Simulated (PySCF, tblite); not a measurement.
**C10H7ClO: geometry, infrared bands and NMR shifts**

Wanted: the infrared bands and NMR shifts of C10H7ClO (`C#Cc1ccc(C)c(C(=O)Cl)c1`), by calculation.

Computed with tblite 0.8.0 and PySCF 2.14.0, with density-fitted response routines of our own, on a single molecule in the gas phase. Atoms are numbered from 0 throughout.

## Step 1: The starting structure

19 atoms, charge 0, multiplicity 1; geometry from: force field or distance geometry start.

Bonds of the start (Å): C0–C1 1.21, C1–C2 1.42, C2–C3 1.39, C3–C4 1.40, C4–C5 1.41, C5–C6 1.50, C5–C7 1.42, C7–C8 1.49, C8–O9 1.24, C8–Cl10 1.75, C7–C11 1.39, C11–C2 1.40, C0–H12 1.06, C3–H13 1.10, C4–H14 1.08, C6–H15 1.10, C6–H16 1.09, C6–H17 1.10, C11–H18 1.10.

## Step 2: Relaxing the molecule with GFN2-xTB

What the job is given:

```
{"job": {"kind": "relax", "xc": "GFN2-xTB", "basis": "xTB"}, "charge": 0, "multiplicity": 1}
C      4.158800     0.588600     0.878600
C      2.992500     0.333500     0.660000
C      1.632900     0.014000     0.423100
C      1.192500    -1.299800     0.432800
C     -0.149500    -1.613500     0.209800
C     -1.085600    -0.597200    -0.073200
C     -2.512000    -0.980200    -0.328100
C     -0.634600     0.749400    -0.077400
C     -1.580700     1.874900    -0.332700
O     -2.713100     1.811500     0.164400
Cl    -1.040800     3.222100    -1.315800
C      0.707500     1.038800     0.163400
H      5.167900     0.825300     1.075900
H      1.900800    -2.112300     0.644500
H     -0.465100    -2.645600     0.230400
H     -2.607300    -2.056000    -0.509600
H     -2.903600    -0.464300    -1.203500
H     -3.130900    -0.755400     0.548700
H      1.060500     2.075300     0.177600
```

Launch:

```console
$ OMP_NUM_THREADS=1 python probes_run.py task.json out
```

This one command runs all jobs of the session in turn.

**Question.** This job is followed by: GFN2-xTB harmonic vibrations, gas phase; GIAO PBE0/pcSseg-1 NMR shielding, non-relativistic, gas phase. What will the session give for the following? strongest single infrared mode (GFN2-xTB); zero-point energy (GFN2-xTB); 13C shifts against TMS (PBE0/pcSseg-1); 1H shifts against TMS (PBE0/pcSseg-1, means over atoms taken as alike); 17O shifts against H2O (PBE0/pcSseg-1); 35Cl shifts against HCl (PBE0/pcSseg-1); surface potential, 1st and 99th percentile.

As calculated:

| quantity | value |
| --- | --- |
| strongest single infrared mode (GFN2-xTB) | 1790 cm⁻¹, 394 km/mol |
| zero-point energy (GFN2-xTB) | 83.8 kcal/mol |
| 13C shifts against TMS (PBE0/pcSseg-1) | 176.7, 152.2, 148.6, 146.0, 136.7, 133.9, 125.3, 88.8, 87.4, 27.1 ppm |
| 1H shifts against TMS (PBE0/pcSseg-1, means over atoms taken as alike) | 9.04, 7.99, 7.55, 2.89, 2.81 ppm |
| 17O shifts against H2O (PBE0/pcSseg-1) | 590.1 ppm |
| 35Cl shifts against HCl (PBE0/pcSseg-1) | 442 ppm |
| surface potential, 1st and 99th percentile | -1.21 V and 1.49 V |

What this shows: Relaxing lowered the energy by 0.284 eV in 72 steps; the close pair that moved most is C8–O9, from 1.238 to 1.190 Å. No mode is imaginary among the 51: a minimum at this level. The strongest single mode, at 1790 cm⁻¹, moves mainly C8 and O9. GFN2-xTB is a fitted tight-binding method: band positions and strengths are rough. Its intensities can rank the bands wrongly. At PBE0/pcSseg-1: The widest tensor belongs to O9: span 923 ppm, with a paramagnetic part of -651 ppm. NICS(1)zz of -25 ppm above the planar ring from C2 marks a diatropic (aromatic) ring current. At PBE0/pcSseg-1, counted by nearest atom on the grid, the HOMO lies on C0 24 %; C2, C5 about 15 % each, the LUMO on C8 21 %; O9 16 %.
